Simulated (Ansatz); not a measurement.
**CHGaN (doublet): from Hartree-Fock to the top rungs at a displaced geometry (v2), cc-pVDZ**

How much of the correlation energy of CHGaN (doublet) does each wave-function method recover here?

The runs use Ansatz 0.2.0, Gaussian basis; cc-pVDZ, core rule «outside noble gas», up to 16 orbitals frozen.

The runs, in order: UHF; CCSD(T) on ROHF; CCSD(T) on UHF; BCCD(T) on ROHF; CISD; CCSDT(Q) on ROHF; CCSDT(Q) on UHF; CASSCF and MRCISD+Q, 9 electrons in 9 orbitals; CASSCF and NEVPT2, 9 electrons in 9 orbitals.

23 further runs of the same task are left out: 1 for a known fault of the program, 12 that didn't finish, 10 set aside as unsound or not needed.

### 1 What is computed

The geometry is a PBE0/def2-TZVP stationary point (not a proven minimum) with its atoms shifted at random (size 0.100 Å). No spin-orbit coupling is included. The filled d shell of Ga may be among the frozen orbitals whatever the setting's name suggests; the logs give the count.

4 atoms, charge 0, spin multiplicity 2.

Atoms are counted from 1 here; the program's logs count them from 0.

Bond lengths: Ga1–C2 2.061 Å, C2–N3 1.223 Å, N3–H4 0.973 Å. Angles: Ga1–C2–N3 166.6°, C2–N3–H4 124.8°.

### 2 UHF

Contents of in.yaml:

```yaml
crystal:
  periodic: [false, false, false]
  atoms:
    - {symbol: Ga, position_ang: [0.064568, -0.108259, 2.310636]}
    - {symbol: C, position_ang: [-0.100322, -0.063357, 0.257098]}
    - {symbol: N, position_ang: [-0.023681, -0.262510, -0.946652]}
    - {symbol: H, position_ang: [0.059435, 0.434126, -1.621082]}
basis:
  gaussian: {orbitals: cc-pVDZ}
magnetization: {spin_polarized: true, initial_magnetization: 1}
hamiltonian: {xc: hf}
output: {orbitals: {seedname: orbitals}}
```

Started as:

```sh
$ ansatz run in.yaml --threads 1 --pin off --events-out ev --progress --plain --max-ram 2393MiB
```

Further steps of the session: CCSD(T) on ROHF; CCSD(T) on UHF; BCCD(T) on ROHF; CISD; CCSDT(Q) on ROHF; CCSDT(Q) on UHF; CASSCF and MRCISD+Q, 9 electrons in 9 orbitals; CASSCF and NEVPT2, 9 electrons in 9 orbitals.

Before running them: what should the planned runs give, taken together? Wanted: UCCSDT(Q) below the RHF energy; RMP2 from UCCSDT(Q); UMP2 from UCCSDT(Q); RCCSD from UCCSDT(Q); RCCSD(T) from UCCSDT(Q); UCCSD(T) from UCCSDT(Q); RCCSDT(Q) from UCCSDT(Q); T1 diagnostic.

**Answer**, as computed:

| quantity | value |
| --- | --- |
| UCCSDT(Q) below the RHF energy | -9.8894 eV |
| RMP2 from UCCSDT(Q) | +110.8 kJ/mol |
| UMP2 from UCCSDT(Q) | +119.1 kJ/mol |
| RCCSD from UCCSDT(Q) | +45.0 kJ/mol |
| RCCSD(T) from UCCSDT(Q) | +6.4 kJ/mol |
| UCCSD(T) from UCCSDT(Q) | +6.7 kJ/mol |
| RCCSDT(Q) from UCCSDT(Q) | +0.5 kJ/mol |
| levels within 1 kcal/mol (43 meV) | RCCSDT, UCCSDT, RCCSDT(Q) |
| T1 diagnostic | 0.027 |

RCCSD(T) lands +6.4 kJ/mol from the yardstick (0.7 % of the correlation energy). These misses are within one basis, not against nature; the frozen cores of restricted and unrestricted runs differ, which can shift their rows.
